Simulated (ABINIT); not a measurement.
Crystal: ScRu3.

```xyz
4
Lattice="-1.9493 1.9493 4.0223 1.9493 -1.9493 4.0223 1.9493 1.9493 -4.0223" Properties=species:S:1:pos:R:3 pbc="T T T"
Ru    0.0000    0.0000    4.0223
Ru    1.9493    0.0000    2.0111
Ru    0.0000    1.9493    2.0111
Sc    0.0000    0.0000    0.0000
```

The cell comes from a database or a generator and needn't be the stable form of this composition.

* Program: ABINIT 10.8.3 (patched build)
* Task: single point
* Functional: PBE
* Potentials or basis: JTH PAW PBE v2.0
* Cutoff: 408 eV
* k mesh: 10 × 10 × 10
* Occupations: fermi-dirac, width 0.05 eV
* Spin: no spin polarisation

On this cell: pressure -1.8 GPa; largest force under 0.003 eV/Å; band gap on the k mesh none (metal or under the smearing width).

The same run follows on a disturbed copy (atoms moved at random, drawn with an rms of 0.05 Å):

```
Ru Sc
1.0
    -1.94926    1.94926    4.02229
     1.94926   -1.94926    4.02229
     1.94926    1.94926   -4.02229
Ru Sc
3 1
Direct
  0.50755 0.49969 0.99929
  0.24660 0.75219 0.49019
  0.76012 0.23572 0.50286
  0.99636 0.01516 0.01925
```

What does the disturbed cell give?

The energy (extrapolated to zero smearing) moves by +14.0 meV/atom; pressure -1.2 GPa; largest force 0.754 eV/Å; band gap on the k mesh none (metal or under the smearing width).

Forces in eV/Å, atoms in the order of the input:
```
Ru   0.538 -0.093 -0.116
Ru  -0.011  0.184 -0.259
Ru   0.184 -0.181  0.144
Sc  -0.711  0.090  0.232
```

Stress tensor (GPa, compression positive):
```
-1.98 -0.21  0.01
-0.21 -0.84 -0.33
 0.01 -0.33 -0.93
```
